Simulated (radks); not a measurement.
# Nuclear size and the levels of Sn

Aim: how the total energy, the levels and the density at the nucleus of Sn respond when the nuclear radius is scaled.

Program: radks (a radial shooting solver on a logarithmic mesh, Libxc functionals) version 1. Level of theory: Dirac Kohn-Sham, LDA (Slater exchange, Perdew-Wang correlation), spin-unpolarised, spherical densities, finite nucleus; open shells are shared between the two j in proportion to 2j + 1. These are calculated values, not measurements, unless marked.

### Step 1. The system

```
element            : tin (Z = 50)
charge             : 0
electrons          : 50
configuration      : [Kr] 4d10 5s2 5p2
nuclear rms radius : 4.6519 fm
```

Outer shells as boxes (Hund's rule):

Sn
```
[Kr] core
4d [↑↓][↑↓][↑↓][↑↓][↑↓]
5s [↑↓]
5p [↑ ][↑ ][  ]
```

### Step 2. rms radius 4.6519 fm

Input:

```text
Z 50
configuration [Kr] 4d10 5s2 5p2 6s0 4f0
relativity Dirac
functional lda,pw
spin unpolarised
j_filling average
nucleus finite rms 4.6519 fm
c 137.035999084
```

### Step 3. rms radius 3.8378 fm

Changes since step 2:

```diff
@@ -6,3 +6,3 @@
 j_filling average
-nucleus finite rms 4.6519 fm
+nucleus finite rms 3.8378 fm
 c 137.035999084
```

### Step 4. rms radius 4.4519 fm

Changes since step 3:

```diff
@@ -6,3 +6,3 @@
 j_filling average
-nucleus finite rms 3.8378 fm
+nucleus finite rms 4.4519 fm
 c 137.035999084
```

### Step 5. rms radius 4.8333 fm

Changes since step 4:

```diff
@@ -6,3 +6,3 @@
 j_filling average
-nucleus finite rms 4.4519 fm
+nucleus finite rms 4.8333 fm
 c 137.035999084
```

### Step 6. rms radius 5.7497 fm

Changes since step 5:

```diff
@@ -6,3 +6,3 @@
 j_filling average
-nucleus finite rms 4.8333 fm
+nucleus finite rms 5.7497 fm
 c 137.035999084
```

**Question.** What will these runs give? Wanted: for each run, rms radius; total energy shift; density at nucleus; 1s1/2 shift; 2s1/2 shift; 4p1/2 shift; 5s1/2 shift; 5p1/2 shift.

As calculated:

```csv
rms radius (fm),total energy shift (eV),density at nucleus (e/bohr³),1s1/2 shift (meV),2s1/2 shift (meV),4p1/2 shift (meV),5s1/2 shift (meV),5p1/2 shift (meV)
3.8378,-1.32,1.96e+05,-553,-63.2,0.201,-0.211,0.0364
4.4519,-0.343,1.916e+05,-144,-16.5,0.0524,-0.0550,0.00950
4.6519,0,1.903e+05,0,0,0,0,0
4.8333,0.322,1.892e+05,135,15.5,-0.0492,0.0517,-0.00892
5.7497,2.11,1.843e+05,886,101,-0.322,0.338,-0.0583
```

What this shows: Shifts are against the first run. Over the range the 1s1/2 level moves by 1.44 eV and the 5p1/2 level by -0.0948 meV. A larger nucleus binds the 1s electrons less and lowers the density at its centre. These are shifts of eigenvalues, not the field shifts of spectral lines.
